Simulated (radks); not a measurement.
# Cr³⁺ in [Ar] 3d2.5 4d0.5: an all-electron calculation

An exercise on one series of results from a longer session: the logs are not shown, and one member is left open.

Program: radks (a radial shooting solver on a logarithmic mesh, Libxc functionals) version 1. Level of theory: scalar-relativistic Kohn-Sham, SOGGA, spin-unpolarised, spherical densities, point nucleus. These are calculated values, not measurements, unless marked.

## What is computed

* element: chromium (Z = 24)
* charge: +3
* electrons: 21
* configuration: [Ar] 3d2.5 4d0.5

The first run:

The run's settings:

```text
Z 24
configuration [Ar] 3d2.5 4d0.5
relativity scalar-relativistic
functional sogga,pbe
spin unpolarised
nucleus point
c 137.035999084
```

On the command line:

```sh
$ python run_ks.py task.json out
```

All runs below come from this command, one after another.

One of the session's tables, all rows but one given; the rest of the session is left out.

It belongs to the step «Orbitals and density». Sizes of the orbitals, from the radial functions (bohr):

| level | <r> | outermost maximum (interpolated) | 90 % within | nodes |
| --- | --- | --- | --- | --- |
| 1s | ? | ? | ? | ? |
| 2s | 0.2934 | 0.244 | 0.455 | 1 |
| 2p | 0.2600 | 0.198 | 0.427 | 0 |
| 3s | 0.8832 | 0.771 | 1.32 | 2 |
| 3p | 0.9292 | 0.788 | 1.42 | 1 |
| 3d | 1.066 | 0.780 | 1.76 | 0 |
| 4d | 3.595 | 3.31 | 5.27 | 1 |

Estimate the missing values for 1s.

**Answer.** <r>: 0.06360; outermost maximum (interpolated): 0.0416; 90 % within: 0.114; nodes: 0. In the column «<r>» it is the lowest.
